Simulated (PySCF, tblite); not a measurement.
**C₃H₄F₃OS radical: geometry, infrared bands and EPR parameters**

What infrared bands and EPR parameters should C₃H₄F₃OS radical (`CO[C](S)C(F)(F)F`) show?

Programs: tblite 0.8.0 and PySCF 2.14.0, with density-fitted response routines of our own. Each step states its level of theory. These are calculated values for one molecule in the gas phase, unless marked as measured. Atoms count from 0, in the outputs and in this text.

**1. The starting structure**

12 atoms, charge 0, multiplicity 2; geometry from: force field or distance geometry start.

Bonds of the start (Å): C0–O1 1.40, O1–C2 1.35, C2–S3 1.79, C2–C4 1.50, C4–F5 1.40, C4–F6 1.37, C4–F7 1.38, C0–H8 1.09, C0–H9 1.12, C0–H10 1.12, S3–H11 1.39.

**2. Optimising the geometry with GFN2-xTB**

Job settings and geometry (Å):

```
{"job": {"kind": "relax", "xc": "GFN2-xTB", "basis": "xTB"}, "charge": 0, "multiplicity": 2}
C      1.735000     0.345700     0.283400
O      0.535900     0.469400     0.994400
C     -0.410100    -0.357700     0.487900
S      0.131000    -1.582500    -0.696500
C     -1.760300     0.237100     0.243000
F     -1.583600     1.279500    -0.673800
F     -2.312200     0.696700     1.406700
F     -2.545400    -0.719900    -0.374400
H      2.500700     1.077900     0.558800
H      1.459900     0.351700    -0.803100
H      2.131100    -0.668000     0.564000
H      0.119000    -1.130600    -2.016200
```

Command:

```sh
OMP_NUM_THREADS=1 python probes_run.py task.json out
```

One launch serves the whole session: the jobs run in the order shown.

**Question.** This job is followed by: GFN2-xTB harmonic vibrations, gas phase; UKS B3LYP, pcH-1 on C F H O S, non-relativistic, mean-field spin-orbit, GIAO. Predict these results of the whole session: strongest single infrared mode (GFN2-xTB); zero-point energy (GFN2-xTB); g(iso) (B3LYP); ⟨S²⟩; largest a(iso) (averaged by class); potential on the surface of density 0.002 e/bohr³, 1st and 99th percentile.

The runs gave:

| quantity | value |
| --- | --- |
| strongest single infrared mode (GFN2-xTB) | 928 cm⁻¹, 270 km/mol |
| zero-point energy (GFN2-xTB) | 42.5 kcal/mol |
| g(iso) (B3LYP) | 2.00443 |
| ⟨S²⟩ | 0.754 (exact 0.75) |
| largest a(iso) (averaged by class) | 13C on C2, 197.0 MHz |
| potential on the surface of density 0.002 e/bohr³, 1st and 99th percentile | -0.89 V and 1.56 V |

In words: Relaxing lowered the energy by 1.128 eV in 103 steps; the close pair that moved most is C4–F5, from 1.399 to 1.333 Å. All 30 modes are real, so the xTB geometry is a minimum. The strongest single mode, at 928 cm⁻¹, moves mainly C4. Unscaled tight-binding wavenumbers are off by several per cent, some by more. Its intensities can rank the bands wrongly. C2 carries the largest spin population, 0.71 e. The isotropic g lies 2.1 ppt above the free-electron value. These values are for one conformer; the search (at its own cheap level) found 2 more, at 1.31, 1.93 kcal/mol, and measured spectra average over such forms.
